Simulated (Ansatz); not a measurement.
# CH₃F₂NSi: up Jacob's ladder to CCSD(T)

How much do the methods differ for CH₃F₂NSi? The plan is to run it at one geometry with functionals of several rungs and with coupled cluster, and see how far each lands from CCSD(T) at the basis-set limit for the atomisation energy.

The runs use Ansatz 0.2.0, Gaussian basis; functionals in def2-TZVPP, the program's frozen cores in correlated methods.

Plan: LDA (SPW92), PBE-D4, revPBE-D4, BLYP-D4, r2SCAN-D4, B97M-V, PBE0-D4, B3LYP-D4, r2SCANh-D4, r2SCAN0-D4, HSE06-D4, BHLYP-D4, CAM-B3LYP-D4, LC-ωPBE, ωB97X-V, ωB97M-V, B2PLYP, PBE-QIDH; CCSD(T)/def2-SVP; CCSD(T)/def2-TZVPP; MP2/def2-QZVPP; extrapolation to the limit; RPA on PBE.

### Step 1. The relaxed structure

An earlier PBE0-D4 in a triple-zeta def2 set relaxation fixed the geometry.

8 atoms, charge 0, spin multiplicity 1.

Atoms are counted from 1 here; the program's logs count them from 0.

Bond lengths: C1–N2 1.258 Å, C1–H6 1.096 Å, C1–H7 1.099 Å, N2–Si3 1.711 Å, Si3–F4 1.591 Å, Si3–F5 1.582 Å, Si3–H8 1.468 Å. Angles: N2–C1–H6 120.1°, N2–C1–H7 124.1°, H6–C1–H7 115.7°, C1–N2–Si3 127.5°, N2–Si3–F4 112.8°, N2–Si3–F5 107.9°, N2–Si3–H8 110.9°, F4–Si3–F5 106.7°, F4–Si3–H8 108.8°, F5–Si3–H8 109.6°.

### Step 2. LDA

This LDA is Slater exchange with PW92 correlation.

in.yaml

```yaml
crystal:
  periodic: [false, false, false]
  atoms:
    - {symbol: C, position_ang: [0.398858, 1.472455, 0.068205]}
    - {symbol: N, position_ang: [-0.393062, 0.570772, 0.446173]}
    - {symbol: Si, position_ang: [-0.390032, -1.076614, -0.014653]}
    - {symbol: F, position_ang: [0.815047, -1.443260, -0.986462]}
    - {symbol: F, position_ang: [-0.199602, -1.946953, 1.292211]}
    - {symbol: H, position_ang: [0.277723, 2.498801, 0.432558]}
    - {symbol: H, position_ang: [1.236216, 1.307532, -0.624728]}
    - {symbol: H, position_ang: [-1.652848, -1.439932, -0.669203]}
basis:
  gaussian: {orbitals: def2-TZVPP}
hamiltonian: {xc: lda}
output: {orbitals: {seedname: orbitals}}
```

Command:

```console
> ansatz run in.yaml --threads 2 --pin off --events-out ev --progress --plain --max-ram 4352MiB
```

The runs that follow: PBE-D4 (GGA); revPBE-D4 (GGA); BLYP-D4 (GGA); r2SCAN-D4 (meta-GGA); B97M-V (meta-GGA); B3LYP-D4 (hybrid); r2SCANh-D4 (hybrid); r2SCAN0-D4 (hybrid); HSE06-D4 (hybrid); BHLYP-D4 (hybrid); CAM-B3LYP-D4 (range-separated); LC-ωPBE (range-separated); ωB97X-V (range-separated); ωB97M-V (range-separated); B2PLYP (double hybrid); PBE-QIDH (double hybrid); CCSD(T) in def2-SVP; CCSD(T) in def2-TZVPP; MP2 in def2-QZVPP; RPA on PBE orbitals.

Before running them: what should the planned runs give, taken together? Wanted: atomisation energy, CCSD(T)/CBS; farthest beyond LDA; mean size of error, GGA; mean size of error, meta-GGA; mean size of error, hybrid; mean size of error, range-separated; mean size of error, double hybrid; gap, smallest and largest; T1 diagnostic.

As calculated:

| quantity | value |
| --- | --- |
| atomisation energy, CCSD(T)/CBS | 3282.0 kJ/mol |
| functionals within 16.4 kJ/mol (0.5 %) | BLYP-D4, r2SCAN-D4, B97M-V, B3LYP-D4, CAM-B3LYP-D4, ωB97X-V, ωB97M-V |
| farthest beyond LDA | BHLYP-D4 (-134.2 kJ/mol) |
| mean size of error, GGA | 34.2 kJ/mol |
| mean size of error, meta-GGA | 13.2 kJ/mol |
| mean size of error, hybrid | 59.2 kJ/mol |
| mean size of error, range-separated | 9.3 kJ/mol |
| mean size of error, double hybrid | 43.6 kJ/mol |
| gap, smallest and largest | 3.48 eV (LDA (SPW92)), 11.45 eV (LC-ωPBE) |
| T1 diagnostic | 0.0128 |
| triples share of the correlation energy | 3.4 % |

In words: The LDA atomisation energy is off by 472.2 kJ/mol (14 %): it overbinds. PBE-D4 misses by +54.3 kJ/mol. Double hybrids carry the basis error of their MP2 part in triple zeta, and no dispersion term here, so their miss is partly the set-up's. The rungs range-separated, meta-GGA miss on average by less than the doubt on the reference (16.4 kJ/mol), so they tie. The reference freezes the cores and leaves out relativity and excitations past (T), so misses under about 16.4 kJ/mol can't be ranked. Hartree-Fock recovers 71 % of the binding; the rest is correlation. CCSD(T) in def2-SVP is off by -260.9 kJ/mol, worse than the median functional, from the basis alone. The gap grows from 3.5 to 11.4 eV across the functionals, mostly with the share of exact exchange.
